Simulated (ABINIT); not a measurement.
# SiHg (Pm-3m) in ABINIT: single point with SCAN

Aim: the single point of SiHg with SCAN.

All numbers are computed with ABINIT 10.8.3 (patched build); they aren't measurements. Logs are shortened: lines on timing, memory, paths and dates and some standing lists are left out, and cuts for length are marked. The log counts tension as positive stress, the text compression.

## (1) Starting point

Symmetry: Pm-3m, No. 221, cubic system. Conventional cell: a = 3.449 Å, b = 3.449 Å, c = 3.449 Å, α = 90.00°, β = 90.00°, γ = 90.00°. Around Si (site symmetry m-3m) lie 8 Hg at 2.99 Å. Hg (site symmetry m-3m) has 8 Si at 2.99 Å as nearest neighbours.

The cell was built by a generator and needn't be a form met in nature.

## (2) Single point, SCAN

The input, run.abi:

```
# Pseudopotentials
pp_dirpath "./"
pseudos "Si.upf, Hg.upf"

# Structure
acell 3.44929 3.44929 3.44929 Angstrom
rprim
     1.0000000000     0.0000000000     0.0000000000
     0.0000000000     1.0000000000     0.0000000000
     0.0000000000     0.0000000000     1.0000000000
ntypat 2
znucl 14 80
natom 2
typat 1 2
xred
     0.0000000000     0.0000000000     0.0000000000
     0.5000000000     0.5000000000     0.5000000000

# Plane-wave basis
ecut 36.0

# k points
kptopt 1
ngkpt 6 6 6
nshiftk 1
shiftk 0.0 0.0 0.0

# Exchange and correlation
ixc -263267
usekden 1
nc_xccc_gspace 1
boxcutmin 3.0

# Bands and occupations
nband 16
occopt 3
tsmear 0.05 eV

# SCF cycle
nstep 100
tolvrs 1.0e-9

# Output
iomode 3
prtwf 0
prteig 0
prtebands 0
prtden 1
prtvha 1
prtvclmb 1
prtpot 1
```

Potentials or basis: PseudoDojo NC SR PBE v0.4.1 standard.

Run with:

```sh
$ abinit run.abi > log 2>&1
```

run.abo:

```text
.Version 10.8.3 of ABINIT
 Symmetries : space group Pm -3 m (#221); Bravais cP (primitive cubic)
================================================================================
 Values of the parameters that define the memory need of the present run
     intxc =       0    ionmov =       0      iscf =       7    lmnmax =       7
     lnmax =       7     mgfft =      54  mpssoang =       4    mqgrid =    3001
     natom =       2  nloc_mem =       1    nspden =       1   nspinor =       1
    nsppol =       1      nsym =      48    n1xccc =    2501    ntypat =       2
    occopt =       3   xclevel =       2
       mpw =        2884          nfft =      157464          nkpt =          20
================================================================================
================================================================================

--------------------------------------------------------------------------------
------------- Echo of variables that govern the present computation ------------
--------------------------------------------------------------------------------
 -outvars: echo values of preprocessed input variables --------
            acell      6.5182134288E+00  6.5182134288E+00  6.5182134288E+00 Bohr
              amu      2.80855000E+01  2.00590000E+02
        boxcutmin      3.00000000E+00
             ecut      3.60000000E+01 Hartree
              ixc     -263267
         kptrlatt        6    0    0      0    6    0      0    0    6
          kptrlen      3.91092806E+01
            natom           2
            nband          16
   nc_xccc_gspace           1
            ngfft          54      54      54
             nkpt          20
            nstep         100
             nsym          48
           ntypat           2
           occopt           3
        prtebands           0
           prteig           0
          prtkden           1
           prtpot           1
         prtvclmb           1
           prtvha           1
            prtwf           0
          spgroup         221
           tolvrs      1.00000000E-09
           tsmear      1.83746611E-03 Hartree
            typat      1  2
          usekden           1
           xangst      0.0000000000E+00  0.0000000000E+00  0.0000000000E+00
                       1.7246450000E+00  1.7246450000E+00  1.7246450000E+00
            xcart      0.0000000000E+00  0.0000000000E+00  0.0000000000E+00
                       3.2591067144E+00  3.2591067144E+00  3.2591067144E+00
             xred      0.0000000000E+00  0.0000000000E+00  0.0000000000E+00
                       5.0000000000E-01  5.0000000000E-01  5.0000000000E-01
            znucl       14.00000   80.00000

================================================================================

 chkinp: Checking input parameters for consistency.

[... 102 lines left out ...]
force_length_stats: {min:   0.00000000E+00, max:   0.00000000E+00, mean:   0.00000000E+00, }
...

 Integrated electronic density in atomic spheres:
 ------------------------------------------------
 Atom  Sphere_radius  Integrated_density
    1        2.00000          1.54560669
    2        2.00000         16.53539804
================================================================================

 ----iterations are completed or convergence reached----

 Mean square residual over all n,k,spin=   89.389E-08; max=  15.443E-05
 reduced coordinates (array xred) for    2 atoms
       0.000000000000      0.000000000000      0.000000000000
       0.500000000000      0.500000000000      0.500000000000
 rms dE/dt=  0.0000E+00; max dE/dt=  0.0000E+00; dE/dt below (all hartree)
    1       0.000000000000      0.000000000000      0.000000000000
    2       0.000000000000      0.000000000000      0.000000000000

 cartesian coordinates (angstrom) at end:
    1      0.00000000000000     0.00000000000000     0.00000000000000
    2      1.72464500000000     1.72464500000000     1.72464500000000

 cartesian forces (hartree/bohr) at end:
    1     -0.00000000000000    -0.00000000000000    -0.00000000000000
    2     -0.00000000000000    -0.00000000000000    -0.00000000000000
 frms,max,avg= 0.0000000E+00 0.0000000E+00   0.000E+00  0.000E+00  0.000E+00 h/b

 cartesian forces (eV/Angstrom) at end:
    1     -0.00000000000000    -0.00000000000000    -0.00000000000000
    2     -0.00000000000000    -0.00000000000000    -0.00000000000000
 frms,max,avg= 0.0000000E+00 0.0000000E+00   0.000E+00  0.000E+00  0.000E+00 e/A
 length scales=  6.518213428832  6.518213428832  6.518213428832 bohr
              =  3.449290000000  3.449290000000  3.449290000000 angstroms
 Fermi (or HOMO) energy (hartree) =   0.29193   Average Vxc (hartree)=  -0.44081
 Eigenvalues (hartree) for nkpt=  20  k points:
 kpt#   1, nband= 16, wtk=  0.00463, kpt=  0.0000  0.0000  0.0000 (reduced coord)
  -4.05464   -2.10825   -2.10825   -2.10825   -0.13317    0.00853    0.00853    0.04074
   0.04074    0.04074    0.32798    0.32798    0.32798    0.32916    0.54128    0.54128
      occupation numbers for kpt#   1
   2.00000    2.00000    2.00000    2.00000    2.00000    2.00000    2.00000    2.00000
   2.00000    2.00000    0.00000    0.00000    0.00000    0.00000    0.00000    0.00000
 prteigrs : prtvol=0 or 1, do not print more k-points.

--- !EnergyTerms
iteration_state     : {dtset: 1, }
comment             : Components of total free energy in Hartree
kinetic             :  4.92318339554829E+01
hartree             :  4.82969628195677E+01
xc                  : -3.12803653320305E+01
Ewald energy        : -1.00382222901744E+02
psp_core            :  3.45067664523093E+00
local_psp           : -1.49142285276845E+02
non_local_psp       :  6.90006490636939E+00
internal            : -1.72925335183969E+02
'-kT*entropy'       : -5.88408452960960E-04
total_energy        : -1.72925923592422E+02
total_energy_eV     : -4.70555409881640E+03
band_energy         : -1.97379568166988E+01
...

 Cartesian components of stress tensor (hartree/bohr^3)
  sigma(1 1)=  8.89167473E-05  sigma(3 2)=  0.00000000E+00
  sigma(2 2)=  8.89167473E-05  sigma(3 1)=  0.00000000E+00
  sigma(3 3)=  8.89167473E-05  sigma(2 1)=  0.00000000E+00

-Cartesian components of stress tensor (GPa)         [Pressure= -2.6160E+00 GPa]
- sigma(1 1)=  2.61602102E+00  sigma(3 2)=  0.00000000E+00
- sigma(2 2)=  2.61602102E+00  sigma(3 1)=  0.00000000E+00
- sigma(3 3)=  2.61602102E+00  sigma(2 1)=  0.00000000E+00

== END DATASET(S) ==============================================================
================================================================================

 -outvars: echo values of variables after computation  --------
            acell      6.5182134288E+00  6.5182134288E+00  6.5182134288E+00 Bohr
           etotal     -1.7292592359E+02
            fcart     -0.0000000000E+00 -0.0000000000E+00 -0.0000000000E+00
                      -0.0000000000E+00 -0.0000000000E+00 -0.0000000000E+00
           strten      8.8916747331E-05  8.8916747331E-05  8.8916747331E-05
                       0.0000000000E+00  0.0000000000E+00  0.0000000000E+00
           xangst      0.0000000000E+00  0.0000000000E+00  0.0000000000E+00
                       1.7246450000E+00  1.7246450000E+00  1.7246450000E+00
             xred      0.0000000000E+00  0.0000000000E+00  0.0000000000E+00
                       5.0000000000E-01  5.0000000000E-01  5.0000000000E-01
 Calculation completed.
```

Run time: 91 s. Hardware: 1 thread of AMD EPYC 9R45 (Zen 5), shared host; peak memory 0.13 GiB.

What came out:

```yaml
Free_energy: -4705.5541 eV
Pressure: -2.6 GPa
Band_gap_on_the_k_mesh: none (metal or under the smearing width)
Valence_electrons_inside_the_program's_atomic_spheres: Si 1.55; Hg 16.54
```

Caveat: a meta-GGA on potentials with a model core is unreliable; the potentials were made for another functional, which shifts forces and pressure. The run has no spin-orbit coupling, so splittings on Hg are missing.
